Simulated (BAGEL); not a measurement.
# B3LYP/6-31G(d) (density fitting with qzvpp-jkfit, spherical functions) run of BeCl2 (SMILES [Cl][Be][Cl])

What is the energy change on altering one bond length of BeCl2 at B3LYP/6-31G* (density fitting with qzvpp-jkfit, spherical functions)? 

The calculation is run with BAGEL 1.2.2.

13 further runs of the same task are left out: 13 set aside as unsound or not needed.

## (1) Starting point

BeCl2 has 3 atoms, charge 0, and is taken as a singlet. As SMILES, `[Cl][Be][Cl]`. Geometry: a GFN2-xTB relaxation, a rough one for these elements and not checked as a minimum.

Bond lengths: Be1–Cl2 1.762 Å, Be1–Cl3 1.761 Å. Angles: Cl2–Be1–Cl3 180.0°.

## (2) A single-point energy at B3LYP/6-31G(d) (density fitting with qzvpp-jkfit, spherical functions)

File dft.json:

```json
{ "bagel": [

{
  "title": "molecule",
  "basis": "6-31gs.json",
  "df_basis": "qzvpp-jkfit",
  "angstrom": true,
  "geometry": [
    { "atom": "Be", "xyz": [       0.000220,       0.000130,      -0.000220 ] },
    { "atom": "Cl", "xyz": [      -0.016390,      -0.020190,       1.761270 ] },
    { "atom": "Cl", "xyz": [       0.016170,       0.020060,      -1.761060 ] }
  ]
},

{
  "title": "ks",
  "xc_func": "b3lyp"
},

{
  "title": "print",
  "file": "orbitals.molden",
  "orbitals": true
}

]}
```

The basis set 6-31G* is read from a file made from the Basis Set Exchange's data (not shown).

On the command line:

```bash
$ BAGEL_NUM_THREADS=1 BAGEL dft.json > dft.out
```

Output:

```text
* using 1 threads per process

  ===============================================================
  ===============================================================

  *** Geometry ***

  { "atom" : "Be", "xyz" : [      0.000416,      0.000246,     -0.000416 ] },
  { "atom" : "Cl", "xyz" : [     -0.030973,     -0.038154,      3.328318 ] },
  { "atom" : "Cl", "xyz" : [      0.030557,      0.037908,     -3.327921 ] },

  Number of auxiliary basis functions:      307

  Since a DF basis is specified, we compute 2- and 3-index integrals:
    o Being stored without compression. Storage requirement is 0.006 GB

  Number of basis functions:       50
  Number of electrons      :       38

    * METHOD: MOLECULE                             0.06

  *** Kohn-Sham DFT ***

    * Removing 4031 points whose weight is below 1.00e-10
    * Grid points: 40687

  === Nuclear Repulsion ===
    84.2727274815

       - DIIS with orbital gradients will be used.

  === KS iteration (b3lyp / 6-31gs.json) ===
      0       -927.13030002          0.10170976           0.09
      1       -930.72603834          0.09982355           0.07
      2       -933.39231418          0.05317224           0.05
      3       -935.24215475          0.01375086           0.05
      4       -935.28443401          0.00361033           0.05
      5       -935.28768508          0.00040859           0.05
      6       -935.28773009          0.00003712           0.05
      7       -935.28773066          0.00000186           0.05
      8       -935.28773066          0.00000118           0.05
      9       -935.28773066          0.00000017           0.05
     10       -935.28773066          0.00000001           0.05
    * SCF iteration converged.

    * Permanent dipole moment:
           (   -0.000385,    -0.000233,     0.001195) a.u.

    * METHOD: KS                                   0.78

    * METHOD: PRINT                                0.01

  ===============================================================
```

Wall time 1.1 s (1 thread of AMD EPYC 9R14 (Zen 4), shared host); peak memory 0.14 GiB.

## (3) The distorted shape, same level

File input.json:

```json
{ "bagel" : [

{
  "title" : "molecule",
  "basis" : "6-31gs.json",
  "df_basis" : "qzvpp-jkfit",
  "angstrom" : true,
  "geometry" : [
    { "atom" : "Be", "xyz" : [   -0.004565,   -0.005849,    0.527999 ] },
    { "atom" : "Cl", "xyz" : [   -0.021175,   -0.026169,    2.289489 ] },
    { "atom" : "Cl", "xyz" : [    0.016170,    0.020060,   -1.761060 ] }
  ]
},
{
  "title" : "ks",
  "xc_func" : "b3lyp"
},
{
  "title" : "print",
  "file" : "orbitals.molden",
  "orbitals" : true
}

]}
```

The basis set 6-31G* is read from a file made from the Basis Set Exchange's data (not shown).

On the command line:

```bash
$ BAGEL_NUM_THREADS=1 BAGEL input.json > input.out
```

Output:

```text
* using 1 threads per process

  ===============================================================
  ===============================================================

  *** Geometry ***

  { "atom" : "Be", "xyz" : [     -0.008627,     -0.011053,      0.997774 ] },
  { "atom" : "Cl", "xyz" : [     -0.040015,     -0.049452,      4.326507 ] },
  { "atom" : "Cl", "xyz" : [      0.030557,      0.037908,     -3.327921 ] },

  Number of auxiliary basis functions:      307

  Since a DF basis is specified, we compute 2- and 3-index integrals:
    o Being stored without compression. Storage requirement is 0.006 GB

  Number of basis functions:       50
  Number of electrons      :       38

    * METHOD: MOLECULE                             0.06

  *** Kohn-Sham DFT ***

    * Removing 3662 points whose weight is below 1.00e-10
    * Grid points: 41056

  === Nuclear Repulsion ===
    73.8961482925

       - DIIS with orbital gradients will be used.

  === KS iteration (b3lyp / 6-31gs.json) ===
      0       -928.03037921          0.08519106           0.09
      1       -928.34904846          0.10667663           0.07
      2       -932.83732460          0.05946388           0.05
      3       -935.16317646          0.01620888           0.05
      4       -935.22016086          0.00735100           0.05
      5       -935.24258060          0.00169075           0.05
      6       -935.24374004          0.00030038           0.05
      7       -935.24376886          0.00008408           0.06
      8       -935.24377068          0.00001650           0.05
      9       -935.24377078          0.00000152           0.05
     10       -935.24377078          0.00000049           0.05
     11       -935.24377078          0.00000018           0.05
     12       -935.24377078          0.00000003           0.05
     13       -935.24377078          0.00000002           0.05
     14       -935.24377078          0.00000000           0.05
    * SCF iteration converged.

    * Permanent dipole moment:
           (    0.008028,     0.010256,    -0.923570) a.u.

    * METHOD: KS                                   0.98

    * METHOD: PRINT                                0.01

  ===============================================================
```

Wall time 1.3 s (1 thread of AMD EPYC 9R14 (Zen 4), shared host); peak memory 0.14 GiB.

## (4) Results

At B3LYP/6-31G* (density fitting with qzvpp-jkfit, spherical functions):

| quantity | value |
| --- | --- |
| first shape: total energy | -935.28773 Eh |
| first shape: dipole moment | 0.00 D |
| first shape: HOMO energy | -9.22 eV |
| first shape: LUMO energy | 0.03 eV |
| first shape: HOMO–LUMO gap | 9.25 eV |
| distorted shape: total energy | -935.24377 Eh |
| distorted shape: dipole moment | 2.35 D |
| distorted shape: HOMO energy | -8.26 eV |
| distorted shape: LUMO energy | -1.70 eV |
| distorted shape: HOMO–LUMO gap | 6.56 eV |
| energy change with the Be1–Cl3 bond stretched from 1.761 to 2.289 Å | 1.196 eV |

What this shows: With the Be1–Cl3 bond stretched from 1.761 to 2.289 Å the energy rises by 1.20 eV (115 kJ/mol). The first shape isn't relaxed at this level, so the change isn't measured from a minimum.
